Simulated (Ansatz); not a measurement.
# AlCd (R-3m) in Ansatz: convergence with k mesh

Aim: find how far k mesh must go before the results for AlCd settle, at PBE0. This setting moves, with any that are tied to it; all else stays.

Program: Ansatz 0.2.0. These are calculated values, not measurements. Logs are shortened: lines on timing, memory, paths and dates and some standing lists are left out, and cuts for length are marked.

**1. The crystal as given**

Symmetry: R-3m, No. 166, trigonal system. Conventional cell: a = 2.936 Å, b = 2.936 Å, c = 14.455 Å, α = 90.00°, β = 90.00°, γ = 120.00°. Al (site symmetry -3m) has 6 Al at 2.94 Å and 6 Cd at 2.95 Å as nearest neighbours. Cd (site symmetry -3m) is surrounded by 6 Cd at 2.94 Å and 6 Al at 2.95 Å.

The cell was built by a generator and needn't be a form met in nature.

**2. With k mesh 3 × 3 × 3**

The input, input.yaml:

```yaml
crystal:
  lattice:
    - [1.46802176, 0.84756276, 4.81842089]
    - [-1.46802176, 0.84756276, 4.81842089]
    - [0.0, -1.69512552, 4.81842089]
  atoms:
    - { symbol: Al, position: [0.0, 0.0, 0.0] }
    - { symbol: Cd, position: [0.5, 0.5, 0.5] }
hamiltonian:
  xc: pbe0
  pseudopotentials: { kind: paw }
kpoints:
  mp_grid: { grid: [3, 3, 3] }
scf:
  occupations: { method: gaussian, width: 0.05 }
output:
  forces: true
  stress: true
  eigenvalues: true
```

Potentials or basis: Ansatz PAW.

Launch:

```console
ansatz run input.yaml --threads 2 --pin off --max-ram 5632MiB --backend cpu --events-out ev --progress --plain --runs-dir out
```

Log:

```text
Warning: output.stress: scf.convergence.dr2_threshold = 1e-7 eV (the SCF's general default) is looser than the 2e-10 eV advised for a printed stress (1e-10 eV for each atom of the cell: 2). What an SCF threshold leaves in a stress goes as its square root, and in the free energy as the threshold itself, and one threshold admits the most on a small cell: of the crystals measured, under no hybrid functional and no lock of the moments, on runs that ended without the residual-converged pass, on stresses that held no estimate of that error, the worst erred by over 100 MPa in a component at 1e-7 eV an atom and by under 5 at 1e-10. Set scf.convergence.dr2_threshold to 2e-10 eV or tighter. The threshold is an SCF's pass mark: one that does not reach it within its budget of iterations ends unconverged, or closes short of it on a stop that the run arms, and scf.convergence.dr2_threshold's page says what that costs each kind of run
Warning: output.stress: scf.exx.energy_threshold = 1e-6 eV is looser than the 2e-8 eV advised for a stress under a hybrid functional (1e-8 eV for each atom of the cell: 2). Every SCF of the exchange loop can meet its threshold on dr2 while the loop round them stops early: no threshold on dr2 bounds what that leaves in the stress. Set scf.exx.energy_threshold to 2e-8 eV or tighter. The threshold is the loop's pass mark: a loop that does not reach it within its budget of cycles ends unconverged, and scf.exx.energy_threshold's page has the law
Warning: RAYON_NUM_THREADS=2 ignored (pool sized by the plan → 2); use --threads N
basis.fft_grid_basis auto: the FFT boxes are laid along the combinations [[1, 0, -1], [0, 1, -1], [0, 0, 1]] of the cell's own vectors, 2.936, 2.936 and 5.108 Å long. The dense box has 20×20×36 points. Along the cell's own vectors, as sized, it would have 36×36×36, 3.24 times as many. Of the 12 symmetry operations that the crystal satisfies within crystal.symmetry.tolerance (time reversal apart; of a slab, those that keep its plane) the dense box along the cell's own vectors carries 12, and the one as laid loses 8 of those. basis.fft_grid_basis: typed keeps the cell's own vectors: state it where this run's energies or levels are differenced outside the engine with another run's, or held beside a run that keeps those vectors.
Engine: ansatz 0.2.0, aarch64-unknown-linux-gnu
Pseudopotentials: kind: paw
Pseudopotential: Al, paw, valence charge 3, recommended cutoff 420 eV (normal), Al.paw.azcp
Pseudopotential: Cd, paw, valence charge 20, recommended cutoff 420 eV (normal), Cd.paw.azcp
Functional definition: PBE0
  parameter a = 0.25
  parameter kappa = 0.804
  parameter beta = 0.06672455060314922
  exchange = (1 - a)*pbe_x(kappa = kappa, mu = beta*pi^2/3) + a*exact_x
  correlation = pbe_c(beta = beta)
Crystal: 2 atoms, lattice volume = 35.972 Å³
Basis set: ecut = 420 eV, 683 PW (Γ), FFT grids on a1−a3, a2−a3, a3, exchange–correlation on 40×40×72 points (8 copies of the dense FFT grid, shifted against one another)
Bands: 16, of which v1, the nominal top of the filled ones, is band 12 counted from 1 (11 counted from 0)
Symmetry: 12 space group operations
Space group: R-3m (ITA 166), of the structure as read, at distance tolerance 3.3e-5 Å
k-points: 6 of 27
Non-local potential: Al, projectors of the file, l = 0: 2, l = 1: 2, l = 2: 1
Non-local potential: Cd, projectors of the file, l = 0: 3, l = 1: 2, l = 2: 2, l = 3: 1
PAW form: soft (Blöchl's): semilocal exchange-correlation on the pseudo side does not see the compensation charge
PAW frozen core: Al, regenerated for the run's functional, and the local potential with it (the file was generated under x = pbe(κ = 0.804, μ = 0.2195149727645171), c = pbe(β = 0.06672455060314922))
PAW frozen core: Cd, regenerated for the run's functional, and the local potential with it (the file was generated under x = pbe(κ = 0.804, μ = 0.2195149727645171), c = pbe(β = 0.06672455060314922))
PAW one-centre angular grid: Al, 110 points (default); XC on 64 Gauss nodes
PAW one-centre angular grid: Cd, 590 points (default); XC on 64 Gauss nodes
Initial density: superposition of atomic densities (neutral atoms: chi_scale 0, normalization atom), corrected by the library's trained network
Initial wavefunctions: pseudopotential atomic-orbital guess
Functional: x = pbe(κ = 0.804, μ = 0.2195149727645171), c = pbe(β = 0.06672455060314922), warm-up for x = 0.75 pbe(κ = 0.804, μ = 0.2195149727645171) + 0.25 exact, c = pbe(β = 0.06672455060314922)
[... 35 lines left out ...]
SCF iter   3: F=—  HF=-8794.713857 eV  |F-HF|=—  |Δ(HF+E_count)|=   8.88e-5  Δρ=2.71e-5  dr2=9.70e-7  ethr=1.71e-10  ⟨swp⟩=4.2  Hψ=317  notcnv=0
SCF iter   4: F=—  HF=-8794.713857 eV  |F-HF|=—  |Δ(HF+E_count)|=   2.84e-7  Δρ=8.28e-6  dr2=1.08e-7  ethr=1.71e-10  ⟨swp⟩=4.2  Hψ=262  notcnv=0
SCF iter   5: F=—  HF=-8794.713857 eV  |F-HF|=—  |Δ(HF+E_count)|=   6.50e-9  Δρ=1.31e-6  dr2=9.17e-8  ethr=7.00e-11  ⟨swp⟩=3.0  Hψ=233  notcnv=0
SCF iter   6: F=—  HF=-8794.713857 eV  |F-HF|=—  |Δ(HF+E_count)|=   5.20e-7  Δρ=3.58e-6  dr2=1.71e-8  ethr=1.50e-12  ⟨swp⟩=5.2  Hψ=323  notcnv=0
SCF iter   7: F=-8794.713857 eV  HF=-8794.713857 eV  |F-HF|=1.60e-10  |Δ(HF+E_count)|=   4.22e-9  Δρ=7.91e-7  dr2=4.67e-9  ethr=1.50e-12  ⟨swp⟩=4.3  Hψ=261  notcnv=0
SCF 3 converged in 7 iterations: F = -8794.713857 eV  dr2 = 4.67e-9
  Residual-converged pass: ⟨swp⟩=2.0  Hψ=119  notcnv=0  max |occ|·‖R‖ = 1.9e-6 eV (tolerance 2.4e-6 eV)  dr2=4.67e-9  dr2_onsite=2.50e-11  max |Δocc| = 1.7e-13
hybrid outer 2: dexx = +4.442e-7 eV, tail = 3.22e-8 eV, Δε = 2.25e-3 eV (about 9.75e-5 eV left of the loop's levels)
hybrid SCF converged: 2 outer / 17 inner (+9 warm-up), last move |dexx| = 4.44e-7 eV, tail = 3.22e-8 eV
Stability not checked: this state was not tested for a lower state beside it, because the functional holds exact exchange (a hybrid, or Hartree-Fock), whose exchange loop this test does not read (fock_operator; see scf.lower_state_search)
Free energy (F): -8794.713857 eV
Frozen-core exchange: fock
Harris-Foulkes:  -8794.713857 eV  (|F-HF|=1.60e-10)
Internal energy: -8794.711447 eV  (E = F + TS)
E sigma→0 (E₀):  -8794.712652 eV
Entropy (-TS):   -0.002411 eV (-1.205 meV/atom)
Fermi energy:    13.664723 eV
--- Per-component energies (eV) ---
  E_band       = -482.834976
  E_kinetic    = 529.957412
  E_local      = -3937.439840  (includes V_loc(G=0)·N_el)
  E_nonlocal   = 42.233407
  E_hartree    = 1873.812849
  E_xc         = -168.099780
  E_vxc        = -194.801614  (∫ρ·V_xc dr)
  E_exx        = -100.865698  (= α·E_x^exact, valence–valence)
  E_paw        = -4501.547351  (= ΣΔE_a)
  E_vpaw       = -468.679464  (= ΣTr[D̂ρ^β])
  E_aug_tail   = 0.000012  (compensation charges beyond the density's cutoff)
  E_ewald      = -2532.107768
  E_core_change = -0.654689  (= ΣΔE_core)
  E_smearing   = -0.002411  (= −TS)
  E_closure    = -0.000000  (closes the sum)
  Σ components = -8794.713857   (vs F -8794.713857, Δ=-1.82e-12)
--- Forces (eV/Å), atoms counted from 1 ---
  atom   1  Al     0.00000000    -0.00000000    -0.00000000
  atom   2  Cd    -0.00000000     0.00000000    -0.00000000
  max |Σ_I F_I| component: 6.94e-29 eV/Å
--- Stress (GPa, compression-positive) ---
        6.663258       0.000000       0.000000
        0.000000       6.663258       0.000000
        0.000000       0.000000       7.345214
  P = ⅓ Tr σ = 6.8906 GPa (68.906 kbar)
--- Band table (eV; the first three rows and the last of 6) ---
  k-point 0: bands = ["-96.8307", "-56.5066", "-56.5066", "-56.4661", "0.3180", "0.4631", "0.8482", "0.8482", "1.6158", "1.6158", "8.0426", "9.3238", "25.4319", "25.4319", "26.3931", "26.3931"]
  k-point 1: bands = ["-96.8263", "-56.5609", "-56.5208", "-56.4599", "0.2270", "0.7687", "1.1430", "1.4635", "1.7320", "3.8561", "10.1537", "12.5596", "14.9742", "18.5636", "21.7185", "22.4509"]
  k-point 2: bands = ["-96.8263", "-56.5608", "-56.5208", "-56.4599", "0.2206", "0.7017", "1.2151", "1.4699", "1.7325", "4.2048", "8.5072", "14.8285", "15.9865", "17.0189", "20.6056", "22.5344"]
  k-point 5: bands = ["-96.8263", "-56.5607", "-56.5209", "-56.4600", "0.2236", "0.6716", "1.2715", "1.4688", "1.7329", "5.2707", "6.3327", "13.7136", "19.4347", "20.2709", "20.9127", "21.3657"]
```

Wall time 4 s (2 threads of Arm Neoverse V2, shared host); peak memory 0.41 GiB.

What came out:

```
Free energy            : -8794.7139 eV
Pressure               : 6.9 GPa
Band gap on the k mesh : none (metal or under the smearing width)
```

**3. With k mesh 4 × 4 × 4**

input.yaml, as its differences from that of step 2:

```diff
@@ -12,3 +12,3 @@
 kpoints:
-  mp_grid: { grid: [3, 3, 3] }
+  mp_grid: { grid: [4, 4, 4] }
 scf:
```

Potentials or basis: Ansatz PAW.

Launch:

```console
ansatz run input.yaml --threads 2 --pin off --max-ram 5632MiB --backend cpu --events-out ev --progress --plain --runs-dir out
```

Run time: 7.6 s. Hardware: 2 threads of Arm Neoverse V2, shared host; peak memory 0.56 GiB.

Results:

```yaml
Free_energy: -8794.7485 eV
Pressure: 4.6 GPa
Band_gap_on_the_k_mesh: none (metal or under the smearing width)
```

**4. With k mesh 5 × 5 × 5**

input.yaml, as its differences from that of step 3:

```diff
@@ -12,3 +12,3 @@
 kpoints:
-  mp_grid: { grid: [4, 4, 4] }
+  mp_grid: { grid: [5, 5, 5] }
 scf:
```

Launch:

```console
ansatz run input.yaml --threads 2 --pin off --max-ram 5632MiB --backend cpu --events-out ev --progress --plain --runs-dir out
```

It took 13 s on 2 threads of Arm Neoverse V2, shared host; peak memory 0.79 GiB.

What came out:

| Property | Result |
| --- | --- |
| Free energy | -8795.2813 eV |
| Pressure | 6.5 GPa |
| Band gap on the k mesh | none (metal or under the smearing width) |

**5. With k mesh 6 × 6 × 6**

input.yaml, as its differences from that of step 4:

```diff
@@ -12,3 +12,3 @@
 kpoints:
-  mp_grid: { grid: [5, 5, 5] }
+  mp_grid: { grid: [6, 6, 6] }
 scf:
```

Launch:

```console
ansatz run input.yaml --threads 2 --pin off --max-ram 5632MiB --backend cpu --events-out ev --progress --plain --runs-dir out
```

Run time: 22 s. Hardware: 2 threads of Arm Neoverse V2, shared host; peak memory 1.2 GiB.

Results:

```yaml
Free_energy: -8795.2132 eV
Pressure: 6.5 GPa
Band_gap_on_the_k_mesh: none (metal or under the smearing width)
```

**6. With k mesh 8 × 8 × 8**

input.yaml, as its differences from that of step 5:

```diff
@@ -12,3 +12,3 @@
 kpoints:
-  mp_grid: { grid: [6, 6, 6] }
+  mp_grid: { grid: [8, 8, 8] }
 scf:
```

Potentials or basis: Ansatz PAW.

Launch:

```console
ansatz run input.yaml --threads 2 --pin off --max-ram 5632MiB --backend cpu --events-out ev --progress --plain --runs-dir out
```

It took 52 s on 2 threads of Arm Neoverse V2, shared host; peak memory 2.4 GiB.

The run converged. Its results:

| Item | Value |
| --- | --- |
| Free energy | -8795.0609 eV |
| Pressure | 6.6 GPa |
| Band gap on the k mesh | none (metal or under the smearing width) |

**7. With k mesh 9 × 9 × 9**

input.yaml, as its differences from that of step 6:

```diff
@@ -12,3 +12,3 @@
 kpoints:
-  mp_grid: { grid: [8, 8, 8] }
+  mp_grid: { grid: [9, 9, 9] }
 scf:
```

Launch:

```console
ansatz run input.yaml --threads 2 --pin off --max-ram 5632MiB --backend cpu --events-out ev --progress --plain --runs-dir out
```

Run time: 95 s. Hardware: 2 threads of Arm Neoverse V2, shared host; peak memory 3.2 GiB.

The run converged. Its results:

```
Free energy            : -8795.1513 eV
Pressure               : 6.6 GPa
Band gap on the k mesh : none (metal or under the smearing width)
```

**8. With k mesh 12 × 12 × 12**

input.yaml, as its differences from that of step 7:

```diff
@@ -12,3 +12,3 @@
 kpoints:
-  mp_grid: { grid: [9, 9, 9] }
+  mp_grid: { grid: [12, 12, 12] }
 scf:
```

Launch:

```console
ansatz run input.yaml --threads 2 --pin off --max-ram 5632MiB --backend cpu --events-out ev --progress --plain --runs-dir out
```

Wall time 4.8 min (2 threads of Arm Neoverse V2, shared host); peak memory 4.7 GiB.

The run converged. Its results:

```
Free energy            : -8795.0986 eV
Pressure               : 6.7 GPa
Band gap on the k mesh : none (metal or under the smearing width)
```

**9. With k mesh 14 × 14 × 14**

input.yaml, as its differences from that of step 8:

```diff
@@ -12,3 +12,3 @@
 kpoints:
-  mp_grid: { grid: [12, 12, 12] }
+  mp_grid: { grid: [14, 14, 14] }
 scf:
```

Potentials or basis: Ansatz PAW.

Launch:

```console
ansatz run input.yaml --threads 2 --pin off --max-ram 5632MiB --backend cpu --events-out ev --progress --plain --runs-dir out
```

Wall time 11 min (2 threads of Arm Neoverse V2, shared host).

The run was cut off at its time limit.

**10. Summary**

```
      k mesh  energy less the tightest run, at zero smearing (meV/atom)  pressure (GPa)  SCF cycles  CPU time (s)  peak memory (GiB)
   3 × 3 × 3                                                     192.94            6.89          26             7               0.41
   4 × 4 × 4                                                     175.41            4.64          24            14               0.56
   5 × 5 × 5                                                     -91.31            6.54          22            23               0.79
   6 × 6 × 6                                                     -57.12            6.53          24            41                1.2
   8 × 8 × 8                                                      18.98            6.65          22            97                2.4
   9 × 9 × 9                                                     -26.38            6.58          27           180                3.2
12 × 12 × 12                                                       0.00            6.74          40           530                4.7
14 × 14 × 14                                      timed out after 640 s               -           -             -                  -
```

Not settled before the last step: the energy (to 1 meV/atom), the pressure (to 0.1 GPa). Meshes of other sizes hit other points, so gaps and Fermi surfaces needn't settle smoothly. The tightest run that finished is the yardstick and may itself not be fully converged.

Caveats: the PAW data sets come from PBE, with cores solved anew for the run's functional, which leaves a small shift of forces and pressure; the thresholds are loose for stress.
